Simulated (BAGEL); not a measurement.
# SnGeH6 (SMILES [GeH3][SnH3]): a chain of runs

We compute a single-point energy (HF/ANO-RCC-VDZP), then the energy (NEVPT2(2,2)/ANO-RCC-VDZP) of SnGeH6. 

The results are computed with BAGEL 1.2.2.

2 further runs of the same task are left out: 2 set aside as unsound or not needed.

## 1. The system as given

SnGeH6: 8 atoms, total charge 0, spin state singlet. As SMILES, `[GeH3][SnH3]`. One bond was lengthened or shortened from a relaxed shape.

Bond lengths: Ge1–Sn2 2.206 Å, Ge1–H3 1.538 Å, Ge1–H4 1.538 Å, Ge1–H5 1.538 Å, Sn2–H6 1.707 Å, Sn2–H7 1.707 Å, Sn2–H8 1.707 Å. Some angles: Ge1–Sn2–H6 110.4°, Ge1–Sn2–H7 110.5°, Ge1–Sn2–H8 110.4°, Sn2–Ge1–H3 110.4°, Sn2–Ge1–H4 110.4°, Sn2–Ge1–H5 110.4°, H6–Sn2–H7 108.5°, H6–Sn2–H8 108.5°, H7–Sn2–H8 108.5°, H3–Ge1–H4 108.5°.

## 2. The energy at HF/ANO-RCC-VDZP (DKH2, density fitting with AutoAux) (run 1)

calc.json

```json
{ "bagel": [

{
  "title": "molecule",
  "basis": "ano-rcc-vdzp.json",
  "df_basis": "ano-rcc-vdzp-autoaux.json",
  "dkh": true,
  "geometry": [
    { "atom": "Ge", "xyz": [ -0.99827995,  0.37678871, -1.39134865 ] },
    { "atom": "Sn", "xyz": [  1.42012918, -0.54858749,  1.87517523 ] },
    { "atom": "H", "xyz": [ -3.03294807,  2.30714395, -0.63205670 ] },
    { "atom": "H", "xyz": [ -2.31976543, -2.01258100, -2.38477768 ] },
    { "atom": "H", "xyz": [  0.59211356,  1.51194720, -3.54185698 ] },
    { "atom": "H", "xyz": [ -0.35451262, -1.76273653,  4.28060762 ] },
    { "atom": "H", "xyz": [  3.64906115, -2.72914247,  1.04653033 ] },
    { "atom": "H", "xyz": [  2.92510707,  2.09589524,  2.94816173 ] }
  ]
},
{ "title": "hf" },
{ "title": "print", "file": "orbitals.molden", "orbitals": true }

]}
```

The basis set ANO-RCC-VDZP is read from a file made from the Basis Set Exchange's data (not shown).

Started as:

```
$ BAGEL_NUM_THREADS=1 BAGEL calc.json > calc.out
```

What it wrote:

```text
* using 1 threads per process

  ===============================================================
  ===============================================================

  *** Geometry ***

  { "atom" : "Ge", "xyz" : [     -0.998280,      0.376789,     -1.391349 ] },
  { "atom" : "Sn", "xyz" : [      1.420129,     -0.548587,      1.875175 ] },
  { "atom" : "H", "xyz" : [     -3.032948,      2.307144,     -0.632057 ] },
  { "atom" : "H", "xyz" : [     -2.319765,     -2.012581,     -2.384778 ] },
  { "atom" : "H", "xyz" : [      0.592114,      1.511947,     -3.541857 ] },
  { "atom" : "H", "xyz" : [     -0.354513,     -1.762737,      4.280608 ] },
  { "atom" : "H", "xyz" : [      3.649061,     -2.729142,      1.046530 ] },
  { "atom" : "H", "xyz" : [      2.925107,      2.095895,      2.948162 ] },

  Number of auxiliary basis functions:     1148

  Since a DF basis is specified, we compute 2- and 3-index integrals:
    o Being stored without compression. Storage requirement is 0.092 GB

  Number of basis functions:      100
  Number of electrons      :       88

    * METHOD: MOLECULE                             2.23

  *** RHF ***

  === Nuclear Repulsion ===
   507.1670798911

      * DIIS with orbital gradients will be used.

  === RHF iteration (ano-rcc-vdzp.json) ===
      0      -8272.83353649          0.00829594           0.50
      1      -8272.88254313          0.00395956           0.50
      2      -8272.89160848          0.00100862           0.51
      3      -8272.89242647          0.00026587           0.50
      4      -8272.89246605          0.00005509           0.51
      5      -8272.89246998          0.00000726           0.51
      6      -8272.89247006          0.00000295           0.51
      7      -8272.89247007          0.00000077           0.51
      8      -8272.89247007          0.00000023           0.51
      9      -8272.89247006          0.00000010           0.51
     10      -8272.89247006          0.00000003           0.51
     11      -8272.89247007          0.00000001           0.50
    * SCF iteration converged.

    * Permanent dipole moment:
           (    0.034610,    -0.013278,     0.047500) a.u.

    * METHOD: HF                                   7.88

    * METHOD: PRINT                                0.02

  ===============================================================
```

It took 11 s on 1 thread of Arm Neoverse V2, shared host; peak memory 0.37 GiB.

## 3. A single-point energy at NEVPT2(2,2)/ANO-RCC-VDZP (DKH2, density fitting with AutoAux) (run 2)

calc.json

```json
{ "bagel" : [

{
  "title" : "molecule",
  "basis" : "ano-rcc-vdzp.json",
  "df_basis" : "ano-rcc-vdzp-autoaux.json",
  "dkh" : "true",
  "geometry" : [
    { "atom" : "Ge", "xyz" : [    -0.99827995,     0.37678871,    -1.39134865 ] },
    { "atom" : "Sn", "xyz" : [     1.42012918,    -0.54858749,     1.87517523 ] },
    { "atom" : "H", "xyz" : [    -3.03294807,     2.30714395,    -0.63205670 ] },
    { "atom" : "H", "xyz" : [    -2.31976543,    -2.01258100,    -2.38477768 ] },
    { "atom" : "H", "xyz" : [     0.59211356,     1.51194720,    -3.54185698 ] },
    { "atom" : "H", "xyz" : [    -0.35451262,    -1.76273653,     4.28060762 ] },
    { "atom" : "H", "xyz" : [     3.64906115,    -2.72914247,     1.04653033 ] },
    { "atom" : "H", "xyz" : [     2.92510707,     2.09589524,     2.94816173 ] }
  ]
},

{
  "title" : "hf"
},

{
  "title" : "nevpt2",
  "nstate" : 1,
  "nact" : 2,
  "nclosed" : 43,
  "active" : [44, 51],
  "maxiter" : 200,
  "natocc" : "true",
  "ncore" : 27
},

{
  "title" : "print",
  "file" : "orbitals.molden",
  "orbitals" : "true"
}

]}
```

The basis set ANO-RCC-VDZP is read from a file made from the Basis Set Exchange's data (not shown).

Started as:

```
$ BAGEL_NUM_THREADS=1 BAGEL calc.json > calc.out
```

What it wrote:

```text
* using 1 threads per process

  ===============================================================
  ===============================================================

  *** Geometry ***

  { "atom" : "Ge", "xyz" : [     -0.998280,      0.376789,     -1.391349 ] },
  { "atom" : "Sn", "xyz" : [      1.420129,     -0.548587,      1.875175 ] },
  { "atom" : "H", "xyz" : [     -3.032948,      2.307144,     -0.632057 ] },
[... 4 lines of this table left out ...]
  { "atom" : "H", "xyz" : [      2.925107,      2.095895,      2.948162 ] },

  Number of auxiliary basis functions:     1148

  Since a DF basis is specified, we compute 2- and 3-index integrals:
    o Being stored without compression. Storage requirement is 0.092 GB

  Number of basis functions:      100
  Number of electrons      :       88

    * METHOD: MOLECULE                             2.21

  *** RHF ***

[... 11 lines left out ...]
    * SCF iteration converged.
[... 1 line left out ...]
    * Permanent dipole moment:
[... 22 lines left out ...]
      0  0     -8272.89319439     1.20e-04      0.14

      1  0     -8272.89368643     7.07e-05      2.43
[... 17 lines of this table left out ...]
     10  0     -8272.89719224     4.74e-09      2.06

    * Second-order optimization converged. *

     guess   0:   closed 1.                   open ..

  === FCI iteration ===

      0  0     -8272.89244901     4.07e-02      0.00
      1  0     -8272.89719182     2.86e-04      0.00
      2  0 *   -8272.89719225     2.44e-16      0.00

     * ci vector, state   0, <S^2> = 0.0000
       2.     0.9983105494
       .2    -0.0581037603

  === DF-NEVPT2 calculation ===

    * 3-index integral transformation done
    * assembly done

      NEVPT2 correlation energy:   -0.8182760638      0.24

          (+0)     -0.6517202578
          (+0)'    -0.0868721984
          (+1)     -0.0118100346
          (+1)'    -0.0115025694
          (+2)     -0.0005074793
          (-1)     -0.0440005919
          (-1)'    -0.0068137073
          (-2)     -0.0050492252

      NEVPT2 total energy:       -8273.7154683056

    * METHOD: NEVPT2                              25.36

    * METHOD: PRINT                                0.02

  ===============================================================
```

Wall time 36 s (1 thread of Arm Neoverse V2, shared host); peak memory 0.4 GiB.

## 4. Outcome

| quantity | value |
| --- | --- |
| run 1, HF/ANO-RCC-VDZP: total energy | -8272.89247 Eh |
| run 1, HF/ANO-RCC-VDZP: dipole moment | 0.15 D |
| run 1, HF/ANO-RCC-VDZP: HOMO energy | -10.95 eV |
| run 1, HF/ANO-RCC-VDZP: LUMO energy | 2.43 eV |
| run 1, HF/ANO-RCC-VDZP: HOMO–LUMO gap | 13.39 eV |
| run 2, NEVPT2(2,2)/ANO-RCC-VDZP: total energy | -8273.71547 Eh |
